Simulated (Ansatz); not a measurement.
**CH₆AlNO₂Si: small, medium and large basis sets**

One table from this session's results is given with a row withheld; the runs are named, their logs left out.

Program: Ansatz 0.2.0, Gaussian basis. Level of theory: one geometry, several basis sets. These are calculated values, not measurements.

The runs, in order: PBE0-D4/def2-SVP; ωB97M-V/def2-SVP; PBE0-D4/def2-QZVPP; ωB97M-V/def2-QZVPP; the functionals' def2-TZVPP values are taken from earlier runs.

## The relaxed structure

The geometry comes from an earlier relaxation with PBE0-D4 in a triple-zeta def2 set; it is a stationary point, not always the lowest conformer.

SMILES `N[SiH]1C[O][Al]1[OH]`, 12 atoms, charge 0, spin multiplicity 1.

Atoms are counted from 1 here; the program's logs count them from 0.

Bond lengths: N1–Si2 1.713 Å, N1–H7 1.005 Å, N1–H8 1.005 Å, Si2–C3 1.934 Å, Si2–Al5 2.415 Å, Si2–H9 1.491 Å, C3–O4 1.437 Å, C3–H10 1.096 Å, C3–H11 1.097 Å, O4–Al5 1.725 Å, Al5–O6 1.689 Å, O6–H12 0.955 Å. Angles: Si2–N1–H7 121.9°, Si2–N1–H8 123.4°, H7–N1–H8 112.4°, N1–Si2–C3 121.5°, N1–Si2–Al5 126.9°, N1–Si2–H9 105.2°, C3–Si2–Al5 69.8°, C3–Si2–H9 110.7°, Al5–Si2–H9 118.9°, Si2–C3–O4 105.2°, Si2–C3–H10 112.3°, Si2–C3–H11 112.0°, O4–C3–H10 109.3°, O4–C3–H11 110.2°, H10–C3–H11 107.9°, C3–O4–Al5 105.3°, Si2–Al5–O4 79.3°, Si2–Al5–O6 156.9° and more.

Geometry (Å):

```xyz
12
CH6AlNO2Si
N    -0.9927   -0.2536   -1.9913
Si    0.2211   -0.3708   -0.7883
C     0.9373    1.2005    0.0834
O     0.7751    0.9564    1.4907
Al   -0.1144   -0.5172    1.5986
O    -0.6616   -1.1798    3.0530
H    -0.7768   -0.3182   -2.9712
H    -1.9002    0.1439   -1.8240
H     1.3141   -1.1698   -1.4134
H     2.0004    1.3506   -0.1386
H     0.4012    2.1119   -0.2072
H    -1.1264   -2.0090    3.1423
```

The first run:

in.yaml

```yaml
crystal:
  periodic: [false, false, false]
  atoms:
    - {symbol: N, position_ang: [-0.992744, -0.253596, -1.991270]}
    - {symbol: Si, position_ang: [0.221091, -0.370841, -0.788329]}
    - {symbol: C, position_ang: [0.937254, 1.200474, 0.083368]}
    - {symbol: O, position_ang: [0.775105, 0.956367, 1.490662]}
    - {symbol: Al, position_ang: [-0.114438, -0.517153, 1.598641]}
    - {symbol: O, position_ang: [-0.661644, -1.179808, 3.053013]}
    - {symbol: H, position_ang: [-0.776811, -0.318175, -2.971179]}
    - {symbol: H, position_ang: [-1.900202, 0.143933, -1.824046]}
    - {symbol: H, position_ang: [1.314144, -1.169797, -1.413369]}
    - {symbol: H, position_ang: [2.000378, 1.350571, -0.138552]}
    - {symbol: H, position_ang: [0.401224, 2.111888, -0.207222]}
    - {symbol: H, position_ang: [-1.126359, -2.008964, 3.142284]}
basis:
  gaussian: {orbitals: def2-SVP}
hamiltonian: {xc: pbe0, dispersion: d4}
output: {orbitals: {seedname: orbitals}}
```

Steps of the session up to this table: PBE0-D4 in def2-SVP; ωB97M-V in def2-SVP; PBE0-D4 in def2-QZVPP; ωB97M-V in def2-QZVPP.

One of the session's tables, all rows but one given; the rest of the session is left out.

It belongs to the step «Functionals by basis». 

| functional | basis | HOMO (eV) |
| --- | --- | --- |
| PBE0-D4 | def2-SVP | ? |
| PBE0-D4 | def2-TZVPP | -6.57 |
| PBE0-D4 | def2-QZVPP | -6.61 |
| ωB97M-V | def2-SVP | -8.49 |
| ωB97M-V | def2-TZVPP | -8.63 |
| ωB97M-V | def2-QZVPP | -8.68 |

**Question.** Estimate the row for PBE0-D4, def2-SVP.

As computed: HOMO (eV): -6.43. In the column «HOMO (eV)» it is the highest.
